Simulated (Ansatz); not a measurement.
# C2H8BGa: a ladder of functionals and wavefunction methods

An exercise on one series of results from a longer session: the logs are not shown, and one member is left open.

Computed with Ansatz 0.2.0, Gaussian basis. Level: functionals in def2-TZVPP, the program's frozen cores in correlated methods.

Levels to be run: PBE-D4, r2SCAN-D4, PBE0-D4, B3LYP-D4, ωB97X-V, ωB97M-V, B2PLYP; CCSD(T)/def2-TZVPP; MP2/def2-QZVPP; extrapolation to the limit.

## The relaxed structure

All runs share one geometry, relaxed beforehand with PBE0-D4 in a triple-zeta def2 set.

12 atoms, charge 0, spin multiplicity 1.

Atoms are counted from 1 here; the program's logs count them from 0.

Bond lengths: C1–B2 1.565 Å, C1–H5 1.096 Å, C1–H6 1.098 Å, C1–H7 1.093 Å, B2–C3 1.527 Å, B2–H8 1.206 Å, C3–Ga4 1.997 Å, C3–H9 1.091 Å, C3–H10 1.095 Å, Ga4–H11 1.569 Å, Ga4–H12 1.570 Å. Angles: B2–C1–H5 111.5°, B2–C1–H6 108.5°, B2–C1–H7 115.1°, H5–C1–H6 104.6°, H5–C1–H7 108.7°, H6–C1–H7 107.9°, C1–B2–C3 123.4°, C1–B2–H8 117.9°, C3–B2–H8 118.6°, B2–C3–Ga4 103.5°, B2–C3–H9 116.4°, B2–C3–H10 114.9°, Ga4–C3–H9 104.6°, Ga4–C3–H10 102.8°, H9–C3–H10 112.6°, C3–Ga4–H11 119.5°, C3–Ga4–H12 119.0°, H11–Ga4–H12 121.5°.

The first run:

The input, in.yaml:

```yaml
crystal:
  periodic: [false, false, false]
  atoms:
    - {symbol: C, position_ang: [-1.273914, 1.190021, 0.283207]}
    - {symbol: B, position_ang: [-0.718941, -0.254707, 0.517777]}
    - {symbol: C, position_ang: [0.765119, -0.566743, 0.698139]}
    - {symbol: Ga, position_ang: [1.416019, -0.828017, -1.172132]}
    - {symbol: H, position_ang: [-1.901880, 1.237798, -0.614033]}
    - {symbol: H, position_ang: [-1.952424, 1.440868, 1.109276]}
    - {symbol: H, position_ang: [-0.514557, 1.973394, 0.222448]}
    - {symbol: H, position_ang: [-1.502789, -1.170677, 0.493537]}
    - {symbol: H, position_ang: [1.006060, -1.501518, 1.206700]}
    - {symbol: H, position_ang: [1.372502, 0.273109, 1.051766]}
    - {symbol: H, position_ang: [1.664024, -2.282129, -1.706547]}
    - {symbol: H, position_ang: [1.717980, 0.433598, -2.056140]}
basis:
  gaussian: {orbitals: def2-TZVPP}
hamiltonian: {xc: pbe, dispersion: d4}
output: {forces: true, orbitals: {seedname: orbitals}}
```

On the command line:

```bash
> ansatz run in.yaml --threads 4 --pin off --events-out ev --progress --plain --max-ram 10444MiB
```

Steps of the session up to this table: PBE-D4 (GGA); r2SCAN-D4 (meta-GGA); PBE0-D4 (hybrid); B3LYP-D4 (hybrid); ωB97X-V (range-separated); ωB97M-V (range-separated); B2PLYP (double hybrid); CCSD(T) in def2-TZVPP; MP2 in def2-QZVPP.

One of the session's tables, all rows but one given; the rest of the session is left out.

```
            method  atomisation energy (kJ/mol)
            PBE-D4                            ?
         r2SCAN-D4                       4153.3
           PBE0-D4                       4139.8
          B3LYP-D4                       4128.5
           ωB97X-V                       4139.1
           ωB97M-V                       4136.2
            B2PLYP                       4089.7
     HF/def2-TZVPP                       3186.1
    MP2/def2-TZVPP                       4077.7
   CCSD/def2-TZVPP                       4013.2
CCSD(T)/def2-TZVPP                       4054.4
           MP2/CBS                       4148.0
       CCSD(T)/CBS                       4124.8
```

**Question.** Estimate the row for PBE-D4.

**Answer.** atomisation energy (kJ/mol): 4162.4. In the column «atomisation energy (kJ/mol)» it is the highest.

To keep in mind: Free atoms (2 C, 1 B, 1 Ga, 8 H) were run apart at each level; the atomisation energy is their sum less the molecule, without zero-point or spin-orbit terms.
